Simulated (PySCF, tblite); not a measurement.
**C₄H₈F₃O₂PSi: geometry, infrared bands and NMR shifts**

Aim: predict the infrared bands and NMR shifts of C₄H₈F₃O₂PSi (`COC(=O)P([SiH2]C)C(F)(F)F`).

Programs: tblite 0.8.0 and PySCF 2.14.0, with density-fitted response routines of our own. Each step states its level of theory. These are calculated values for one molecule in the gas phase, unless marked as measured. Atoms count from 0, in the outputs and in this text.

## (1) The starting structure

19 atoms, charge 0, multiplicity 1; geometry from: force field or distance geometry start.

Bonds of the start (Å): C0–O1 1.44, O1–C2 1.35, C2–O3 1.21, C2–P4 1.82, P4–Si5 2.19, Si5–C6 1.84, P4–C7 1.75, C7–F8 1.34, C7–F9 1.34, C7–F10 1.32, C0–H11 1.08, C0–H12 1.10, C0–H13 1.10, Si5–H14 1.49, Si5–H15 1.47, C6–H16 1.09, C6–H17 1.10, C6–H18 1.10.

## (2) Relaxing the molecule with GFN2-xTB

Job settings and geometry (Å):

```
{"job": {"kind": "relax", "xc": "GFN2-xTB", "basis": "xTB"}, "charge": 0, "multiplicity": 1}
C      3.277400     0.173600    -0.168500
O      2.041500     0.866300     0.100200
C      1.016400     0.043800     0.429100
O      1.077500    -1.162900     0.495600
P     -0.577500     0.802200     0.862500
Si    -1.943300    -0.486300    -0.268000
C     -2.184100    -2.093300     0.591700
C     -0.517200     2.171700    -0.221200
F     -0.141700     1.753300    -1.434400
F     -1.760100     2.681900    -0.228900
F      0.342700     3.026000     0.307700
H      4.021400     0.920400    -0.421600
H      3.603400    -0.371400     0.726100
H      3.149600    -0.498500    -1.023600
H     -3.249800     0.215300    -0.362800
H     -1.438500    -0.695400    -1.632000
H     -2.911300    -2.713000     0.065600
H     -1.256000    -2.674400     0.661400
H     -2.560300    -1.950000     1.619700
```

Command:

```bash
OMP_NUM_THREADS=1 python probes_run.py task.json out
```

This one command runs all jobs of the session in turn.

**Question.** This job is followed by: GFN2-xTB harmonic vibrations, gas phase; GIAO PBE0/pcSseg-1 NMR shielding, non-relativistic, gas phase. Predict these results of the whole session: strongest single infrared mode (GFN2-xTB); zero-point energy (GFN2-xTB); 13C shifts against TMS (PBE0/pcSseg-1); 1H shifts against TMS (PBE0/pcSseg-1, means over atoms taken as alike); 17O shifts against H2O (PBE0/pcSseg-1); 31P shifts against H3PO4 (PBE0/pcSseg-1); 29Si shifts against TMS (PBE0/pcSseg-1); 19F shifts against CFCl3 (PBE0/pcSseg-1, means over atoms taken as alike); surface potential, 1st and 99th percentile.

**Answer**, as computed:

```
                                                                 quantity                         value
                                strongest single infrared mode (GFN2-xTB)         1740 cm⁻¹, 353 km/mol
                                             zero-point energy (GFN2-xTB)                 73.7 kcal/mol
                                   13C shifts against TMS (PBE0/pcSseg-1)  184.7, 141.4, 54.3, -7.7 ppm
   1H shifts against TMS (PBE0/pcSseg-1, means over atoms taken as alike)          4.74, 4.04, 0.70 ppm
                                   17O shifts against H2O (PBE0/pcSseg-1)              469.4, 210.6 ppm
                                 31P shifts against H3PO4 (PBE0/pcSseg-1)                     -71.4 ppm
                                  29Si shifts against TMS (PBE0/pcSseg-1)                     -37.6 ppm
19F shifts against CFCl3 (PBE0/pcSseg-1, means over atoms taken as alike)                     -58.4 ppm
                                    surface potential, 1st and 99th percentile            -1.19 V and 1.19 V
```

The optimisation took 75 steps and gained 0.732 eV; among the close pairs (by a distance rule), P4–C7 changed most, from 1.747 to 1.880 Å. All 51 modes are real, so the xTB geometry is a minimum. The strongest single mode, at 1740 cm⁻¹, moves mainly C2 and O3. GFN2-xTB is a fitted tight-binding method: band positions and strengths are rough. Its intensities can rank the bands wrongly. At PBE0/pcSseg-1: The widest tensor belongs to O3: span 756 ppm, with a paramagnetic part of -538 ppm. By nearest atom (PBE0/pcSseg-1), the HOMO sits on P4 57 %; O3 16 % and the LUMO on C2 35 %; O3 20 %.
